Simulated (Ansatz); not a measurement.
# TiN+ (septet): wave-function methods side by side, def2-SVP

How much of the correlation energy of TiN+ (septet) does each wave-function method recover here?

The runs use Ansatz 0.2.0, Gaussian basis; def2-SVP, core rule «outside noble gas», up to 10 orbitals frozen.

Plan: UHF; CCSD(T) on ROHF; CCSD(T) on UHF; CISD; CCSDT(Q) on ROHF; CCSDT(Q) on UHF; CCSDTQ on ROHF; CCSDTQ on UHF.

18 further runs of the same task are left out: 12 for a known fault of the program, 1 that didn't finish, 5 set aside as unsound or not needed.

**1. The system**

The geometry is a PBE0/def2-TZVP stationary point (not a proven minimum) of the parent state, kept for this charge and spin.

2 atoms, charge 1, spin multiplicity 7.

Atoms are counted from 1 here; the program's logs count them from 0.

Bond lengths: Ti1–N2 2.040 Å.

**2. UHF**

The input, in.yaml:

```yaml
crystal:
  periodic: [false, false, false]
  atoms:
    - {symbol: Ti, position_ang: [0.000000, 0.000000, 0.000000]}
    - {symbol: N, position_ang: [0.000000, 0.000000, 2.039600]}
basis:
  gaussian: {orbitals: def2-SVP}
total_charge: 1
magnetization: {spin_polarized: true, initial_magnetization: 6}
hamiltonian: {xc: hf}
output: {orbitals: {seedname: orbitals}}
```

Started as:

```sh
$ ansatz run in.yaml --threads 1 --pin off --events-out ev --progress --plain --max-ram 4096MiB --backend cpu
```

Further steps of the session: CCSD(T) on ROHF; CCSD(T) on UHF; CISD; CCSDT(Q) on ROHF; CCSDT(Q) on UHF; CCSDTQ on ROHF; CCSDTQ on UHF.

**Question.** What will the summary of the whole plan be? Wanted: UCCSDTQ below the RHF energy; RMP2 from UCCSDTQ; UMP2 from UCCSDTQ; RCCSD from UCCSDTQ; RCCSD(T) from UCCSDTQ; UCCSD(T) from UCCSDTQ; RCCSDT(Q) from UCCSDTQ; UCCSDT(Q) from UCCSDTQ; T1 diagnostic.

**Answer**, as computed:

```
                         quantity                        value
     UCCSDTQ below the RHF energy                   -3.0611 eV
                RMP2 from UCCSDTQ              +16.88 kcal/mol
                UMP2 from UCCSDTQ              +15.03 kcal/mol
               RCCSD from UCCSDTQ               +2.75 kcal/mol
            RCCSD(T) from UCCSDTQ               +1.81 kcal/mol
            UCCSD(T) from UCCSDTQ               +0.36 kcal/mol
           RCCSDT(Q) from UCCSDTQ               +1.30 kcal/mol
           UCCSDT(Q) from UCCSDTQ               +0.01 kcal/mol
levels within 1 kcal/mol (43 meV)  UCCSD(T), UCCSDT, UCCSDT(Q)
                    T1 diagnostic                        0.048
```

RCCSD(T) lands +1.81 kcal/mol from the yardstick (2.6 % of the correlation energy). CCSD(T) misses by +1.81 kcal/mol on the restricted determinant and by +0.36 kcal/mol on the unrestricted one; the two need not hold the same state or core. These misses are within one basis, not against nature; the frozen cores of restricted and unrestricted runs differ, which can shift their rows.
